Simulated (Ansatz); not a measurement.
# BH5Se: the cost of one run

Computed with Ansatz 0.2.0 through its Python package. Level of theory: B3LYP/def2-SVP.

## Step 1: The system

Bond lengths: B1–Se2 2.003 Å, B1–H3 1.174 Å, B1–H4 1.173 Å, B1–H5 1.257 Å, Se2–H6 1.541 Å, Se2–H7 1.548 Å. Angles: B1–Se2–H6 92.0°, B1–Se2–H7 90.1°, H6–Se2–H7 91.4°, Se2–B1–H3 112.8°, Se2–B1–H4 108.3°, Se2–B1–H5 107.6°, H3–B1–H4 114.2°, H3–B1–H5 105.2°, H4–B1–H5 108.5°.

The script holds or builds the structure itself.

## Step 2: Script

bh5se.py

```python
import ansatz as az
import numpy as np


def main() -> None:
    geometry_ang = [
        ('B', [-0.5114, -0.3552, -0.4278]),
        ('Se', [1.0436, 0.8423, -0.0261]),
        ('H', [-0.9321, -0.8911, 0.5288]),
        ('H', [-0.2003, -1.0858, -1.2911]),
        ('H', [-1.4522, 0.3702, -0.8391]),
        ('H', [0.3802, 1.3612, 1.2641]),
        ('H', [1.7335, -0.3095, 0.7454]),
    ]
    geometry = az.Crystal.molecule()
    for symbol, xyz in geometry_ang:
        geometry = geometry.atom(symbol, xyz)

    job = (
        geometry.calculation()
        .basis(gaussian='def2-SVP')
        .functional('b3lyp')
    )
    symbols = [site.symbol for site in geometry.cartesian_sites]
    start = np.array([site.position_ang for site in geometry.cartesian_sites], dtype=float)
    r = job.relax(force_tolerance=0.005, max_steps=100).run(threads=1).report
    end = np.array(r['positions_ang'])

    first, second, third = [2, 3, 4]
    turned = end.copy()
    turned[[first, second, third]] = end[[second, third, first]]
    listed = lambda xyz: [{'symbol': s, 'position_ang': p.tolist()} for s, p in zip(symbols, xyz)]
    deck = job.input().to_dict()
    deck['crystal']['atoms'] = listed(end)
    deck['neb'] = {'final_atoms': listed(turned), 'images': 5, 'initial_path': 'idpp', 'f_tol': 0.03, 'max_iterations': 40}
    rounds = []
    band = az.Session.from_dict(deck).plan().execute(on_event=lambda e: rounds.append(e['data']) if e['event'] == 'neb_iteration' else None)
    for each in rounds:
        print(f'round {each["iteration"]:2d}  largest band force {each["band_force_max_ev_ang"]:.4f} eV/A')
    images = rounds[-1]['images']
    for image in images:
        print(f's = {image["path_coordinate_ang"]:6.3f} A   {96.485332 * (image["lagrangian_ev"] - images[0]["lagrangian_ev"]):8.3f} kJ/mol')


if __name__ == '__main__':
    main()
```

## Step 3: The input behind the calls

The engine receives this input (first run):

```yaml
crystal:
  periodic: [false, false, false]
  atoms:
    - { symbol: B, position_ang: [-0.5114, -0.3552, -0.4278] }
    - { symbol: Se, position_ang: [1.0436, 0.8423, -0.0261] }
    - { symbol: H, position_ang: [-0.9321, -0.8911, 0.5288] }
    - { symbol: H, position_ang: [-0.2003, -1.0858, -1.2911] }
    - { symbol: H, position_ang: [-1.4522, 0.3702, -0.8391] }
    - { symbol: H, position_ang: [0.3802, 1.3612, 1.2641] }
    - { symbol: H, position_ang: [1.7335, -0.3095, 0.7454] }
basis:
  gaussian:
    orbitals: def2-SVP
hamiltonian:
  xc: b3lyp
relax:
  f_tol: 0.005
  max_steps: 100
```

## Step 4: Launch

Started as:

```bash
$ python bh5se.py
```

Q: Estimate wall time and peak memory on 1 thread of Arm Neoverse V1, shared host.

About 2.1 min, with a peak of 0.21 GiB.
